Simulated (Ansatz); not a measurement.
# HfTi11O24: the cost of one run

Computed with Ansatz 0.2.0 (DFT, PBE, plane-wave PAW, default files, scalar-relativistic, as far as a step names no other, unless a step's input says otherwise).

**1. Starting point**

It takes space group Pmmm (No. 47, orthorhombic). The conventional cell has a = 6.494 Å, b = 6.494 Å, c = 8.872 Å, α = 90.00°, β = 90.00°, γ = 90.00°. Hf (site symmetry mmm) is surrounded by 6 O at 1.95 to 1.98 Å. Ti (site symmetry mm2) is surrounded by 6 O at 1.95 to 1.98 Å. Around Ti (site symmetry mmm) lie 6 O at 1.95 to 1.98 Å. Only part of the 16 independent sites is listed.

As a file:

```
Hf Ti O
1.0
     4.59220    4.59220    0.00000
    -4.59220    4.59220    0.00000
     0.00000    0.00000    8.87220
Hf Ti O
1 11 24
Direct
  0.00000 0.00000 0.00000
  0.00000 0.00000 0.33333
  0.00000 0.00000 0.66667
  0.50000 0.50000 0.00000
  0.50000 0.50000 0.33333
  0.50000 0.50000 0.66667
  0.50000 0.00000 0.16667
  0.50000 0.00000 0.50000
  0.50000 0.00000 0.83333
  0.00000 0.50000 0.16667
  0.00000 0.50000 0.50000
  0.00000 0.50000 0.83333
  0.30496 0.00000 0.00000
  0.30496 0.00000 0.33333
  0.30496 0.00000 0.66667
  0.80496 0.50000 0.00000
  0.80496 0.50000 0.33333
  0.80496 0.50000 0.66667
  0.50000 0.30496 0.16667
  0.50000 0.30496 0.50000
  0.50000 0.30496 0.83333
  0.00000 0.80496 0.16667
  0.00000 0.80496 0.50000
  0.00000 0.80496 0.83333
  0.69504 0.00000 0.00000
  0.69504 0.00000 0.33333
  0.69504 0.00000 0.66667
  0.19504 0.50000 0.00000
  0.19504 0.50000 0.33333
  0.19504 0.50000 0.66667
  0.50000 0.69504 0.16667
  0.50000 0.69504 0.50000
  0.50000 0.69504 0.83333
  0.00000 0.19504 0.16667
  0.00000 0.19504 0.50000
  0.00000 0.19504 0.83333
```

Atom 1 of the input is the impurity.

**2. Gradients at the starting positions**

The input, input.yaml:

```yaml
crystal:
  lattice:
    - [4.5922, 4.5922, 0.0]
    - [-4.5922, 4.5922, 0.0]
    - [0.0, 0.0, 8.8722]
  atoms:
    - { symbol: Hf, position: [0.0, 0.0, 0.0] }
    - { symbol: Ti, position: [0.0, 0.0, 0.3333333333] }
    - { symbol: Ti, position: [0.0, 0.0, 0.6666666667] }
    - { symbol: Ti, position: [0.5, 0.5, 0.0] }
    - { symbol: Ti, position: [0.5, 0.5, 0.3333333333] }
    - { symbol: Ti, position: [0.5, 0.5, 0.6666666667] }
    - { symbol: Ti, position: [0.5, 0.0, 0.1666666667] }
    - { symbol: Ti, position: [0.5, 0.0, 0.5] }
    - { symbol: Ti, position: [0.5, 0.0, 0.8333333333] }
    - { symbol: Ti, position: [0.0, 0.5, 0.1666666667] }
    - { symbol: Ti, position: [0.0, 0.5, 0.5] }
    - { symbol: Ti, position: [0.0, 0.5, 0.8333333333] }
    - { symbol: O, position: [0.30496, 0.0, 0.0] }
    - { symbol: O, position: [0.30496, 0.0, 0.3333333333] }
    - { symbol: O, position: [0.30496, 0.0, 0.6666666667] }
    - { symbol: O, position: [0.80496, 0.5, 0.0] }
    - { symbol: O, position: [0.80496, 0.5, 0.3333333333] }
    - { symbol: O, position: [0.80496, 0.5, 0.6666666667] }
    - { symbol: O, position: [0.5, 0.30496, 0.1666666667] }
    - { symbol: O, position: [0.5, 0.30496, 0.5] }
    - { symbol: O, position: [0.5, 0.30496, 0.8333333333] }
    - { symbol: O, position: [0.0, 0.80496, 0.1666666667] }
    - { symbol: O, position: [0.0, 0.80496, 0.5] }
    - { symbol: O, position: [0.0, 0.80496, 0.8333333333] }
    - { symbol: O, position: [0.69504, 0.0, 0.0] }
    - { symbol: O, position: [0.69504, 0.0, 0.3333333333] }
    - { symbol: O, position: [0.69504, 0.0, 0.6666666667] }
    - { symbol: O, position: [0.19504, 0.5, 0.0] }
    - { symbol: O, position: [0.19504, 0.5, 0.3333333333] }
    - { symbol: O, position: [0.19504, 0.5, 0.6666666667] }
    - { symbol: O, position: [0.5, 0.69504, 0.1666666667] }
    - { symbol: O, position: [0.5, 0.69504, 0.5] }
    - { symbol: O, position: [0.5, 0.69504, 0.8333333333] }
    - { symbol: O, position: [0.0, 0.19504, 0.1666666667] }
    - { symbol: O, position: [0.0, 0.19504, 0.5] }
    - { symbol: O, position: [0.0, 0.19504, 0.8333333333] }
kpoints:
  mp_grid: { grid: [3, 3, 2] }
scf:
  occupations: { method: fermi_dirac, width: 0.01 }
hamiltonian:
  xc: pbe
  pseudopotentials: { kind: paw }
output:
  forces: true
  stress: true
  populations: true
  efg:
    quadrupole_moments_barn: { Hf: 3.365, Ti: 0.247, O: -0.02558 }
    contact_densities: true
```

On the command line:

```
$ ansatz run input.yaml --threads 1 --pin off --max-ram 3072MiB --backend cpu --events-out ev --progress --plain --runs-dir out
```

**Question.** How long does this run take on 1 thread of Arm Neoverse V2, shared host, and how much memory does it need?

About 77 s, with a peak of 1 GiB.
